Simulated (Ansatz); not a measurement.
# GdRe: the cost of one run

Method: DFT PBE, scalar-relativistic, plane waves, PAW, in Ansatz 0.2.0.

1 further run of the same task is left out (it didn't finish). Runs told in other sessions of the task aren't counted.

## Step 1: The structure to begin with

Symmetry: Pm-3m, No. 221, cubic system. The conventional cell has a = 3.460 Å, b = 3.460 Å, c = 3.460 Å, α = 90.00°, β = 90.00°, γ = 90.00°. Around Gd (site symmetry m-3m) lie 8 Re at 3.00 Å. Re (site symmetry m-3m) is surrounded by 8 Gd at 3.00 Å.

Coordinates:

```cif
data_structure
_symmetry_space_group_name_H-M 'Pm-3m'
_symmetry_Int_Tables_number 221
_cell_length_a 3.4599
_cell_length_b 3.4599
_cell_length_c 3.4599
_cell_angle_alpha 90.000
_cell_angle_beta 90.000
_cell_angle_gamma 90.000
_cell_volume 41.42
loop_
_atom_site_label
_atom_site_type_symbol
_atom_site_symmetry_multiplicity
_atom_site_Wyckoff_symbol
_atom_site_fract_x
_atom_site_fract_y
_atom_site_fract_z
_atom_site_occupancy
Gd1 Gd 1 a 0.00000 0.00000 0.00000 1
Re1 Re 1 b 0.50000 0.50000 0.50000 1
```

An earlier run at PBE left this cell at 20.709 Å³/atom and 0.00 GPa (10×10×10 mesh).

Volume factors to run: 0.980, 1.020, 0.960, 1.040, 1.070, 1.100, 0.945.

## Step 2: Scaling the volume by 0.980

Input file input.yaml:

```yaml
crystal:
  lattice:
    - [3.4366832031, 0.0, 0.0]
    - [0.0, 3.4366832031, 0.0]
    - [0.0, 0.0, 3.4366832031]
  atoms:
    - { symbol: Gd, position: [0.0, 0.0, 0.0], spin: 7.61 }
    - { symbol: Re, position: [0.5, 0.5, 0.5] }
basis:
  ecutwfc: 420
  ecutrho_ratio: 4
kpoints:
  mp_grid: { grid: [10, 10, 10] }
hamiltonian:
  xc: pbe
scf:
  occupations: { method: gaussian, width: 0.05 }
output:
  forces: true
  stress: true
  eigenvalues: true
  populations: true
magnetization:
  spin_polarized: true
```

Launch:

```bash
$ ansatz run input.yaml --threads 2 --pin off --max-ram 2662MiB --backend cpu --events-out ev --progress --plain --runs-dir out
```

What time and memory should one allow on 2 threads of Arm Neoverse V2, shared host?

About 8.7 s, with a peak of 0.44 GiB.
